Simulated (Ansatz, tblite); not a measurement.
# The cluster CuB₆−: one state, many levels

Aim: run the singlet of the cluster CuB₆− at one geometry on many levels, and compare frontier levels, spin and run time.

Computed with Ansatz 0.2.0, Gaussian basis. Level: as each input shows.

Plan: GFN1-xTB, GFN2-xTB, PBE-D4/def2-TZVPD, r2SCAN-D4/def2-TZVPD, HSE06-D4/def2-TZVPD, r2SCAN0-D4/def2-TZVPD, LC-ωPBE/def2-TZVPD, PBE-D4/def2-SVPD, PBE0-D4/def2-SVPD, HF/STO-3G, HF/6-31G, B3LYP-D4/6-31G, CCSD(T)/def2-TZVPD, RPA/def2-TZVPD.

1 further run of the same task is left out (set aside as unsound or not needed).

## (1) The structure

The singlet was relaxed beforehand with PBE-D4/def2-SVPD. At that level it is the lowest of the isomers that a small search found.

7 atoms, charge -1, spin multiplicity 1.

Bond lengths: Cu1–B2 2.210 Å, Cu1–B4 1.892 Å, B2–B4 1.692 Å, B2–B5 1.698 Å, B2–B7 1.641 Å, B3–B5 1.654 Å, B3–B6 1.565 Å, B3–B7 1.780 Å, B4–B5 1.525 Å, B6–B7 1.524 Å. Angles: B2–Cu1–B4 48.0°, Cu1–B2–B4 56.1°, Cu1–B2–B5 109.6°, Cu1–B2–B7 135.8°, B4–B2–B5 53.5°, B4–B2–B7 168.1°, B5–B2–B7 114.6°, B5–B3–B6 163.6°, B5–B3–B7 109.8°, B6–B3–B7 53.7°, Cu1–B4–B2 75.9° and more.

No spin-orbit coupling is included. The ion is computed in the gas phase, without counter-ions or solvent.

PBE0-D4/def2-TZVPD was run before; its log isn't repeated, and its numbers join the tables.

## (2) GFN1-xTB

Tight binding, by tblite at 300 K electronic temperature and without a spin-polarisation term:

```python
tblite.interface.Calculator('GFN1-xTB', numbers, positions, charge=-1, uhf=0).singlepoint()
```

Energy -353.1048 eV, HOMO -4.47 eV, LUMO -3.49 eV; 0.01 s.

## (3) GFN2-xTB

Tight binding, by tblite at 300 K electronic temperature and without a spin-polarisation term:

```python
tblite.interface.Calculator('GFN2-xTB', numbers, positions, charge=-1, uhf=0).singlepoint()
```

Energy -299.5207 eV, HOMO 0.15 eV, LUMO 1.24 eV; 0.013 s.

## (4) PBE-D4/def2-TZVPD

start.molden holds the orbitals of an earlier run on this state, given as this run's starting guess.

The input, in.yaml:

```yaml
crystal:
  periodic: [false, false, false]
  atoms:
    - {symbol: Cu, position_ang: [-2.637874, 0.282417, 0.170313]}
    - {symbol: B, position_ang: [-0.432532, 0.234182, 0.038639]}
    - {symbol: B, position_ang: [1.369264, -0.320583, -0.098159]}
    - {symbol: B, position_ang: [-1.408508, -1.148152, 0.026342]}
    - {symbol: B, position_ang: [0.096183, -1.375665, -0.072922]}
    - {symbol: B, position_ang: [2.243520, 0.976794, -0.082286]}
    - {symbol: B, position_ang: [0.769946, 1.351007, 0.018074]}
basis:
  gaussian: {orbitals: def2-TZVPD, initial_orbitals: start.molden}
total_charge: -1
hamiltonian: {xc: pbe, dispersion: d4}
scf: {omitted_lower_state_checks: [starts]}
output: {orbitals: {seedname: orbitals}}
```

The run is started by

```
$ ansatz run in.yaml --threads 4 --pin off --events-out ev --progress --plain --max-ram 4787MiB
```

Further steps of the session: r2SCAN-D4/def2-TZVPD; HSE06-D4/def2-TZVPD; r2SCAN0-D4/def2-TZVPD; LC-ωPBE/def2-TZVPD; PBE-D4/def2-SVPD; PBE0-D4/def2-SVPD; HF/STO-3G; HF/6-31G; B3LYP-D4/6-31G; CCSD(T)/def2-TZVPD; RPA/def2-TZVPD.

Q: Predict the results of all the runs planned. Wanted: gap in def2-TZVPD, named functionals, smallest and largest; correlation energy, CCSD(T)/def2-TZVPD; PBE0 total energy, smallest basis above largest.

The runs gave:

```
                                                  quantity                                value
gap in def2-TZVPD, named functionals, smallest and largest  0.68 eV (PBE-D4), 5.71 eV (LC-ωPBE)
                    correlation energy, CCSD(T)/def2-TZVPD                            -29.83 eV
           PBE0 total energy, smallest basis above largest     10.38 eV (def2-SVPD, def2-TZVPD)
```

Orbital gaps of the named functionals in def2-TZVPD span 0.68 eV (PBE-D4) to 5.71 eV (LC-ωPBE); exact exchange widens it. Notes on CCSD(T)/def2-TZVPD and its Hartree-Fock reference, which MP2 shares: restricted state is unstable towards broken spin symmetry.

The anion's highest level is positive in at least one run, so there the basis alone may hold the extra electron.
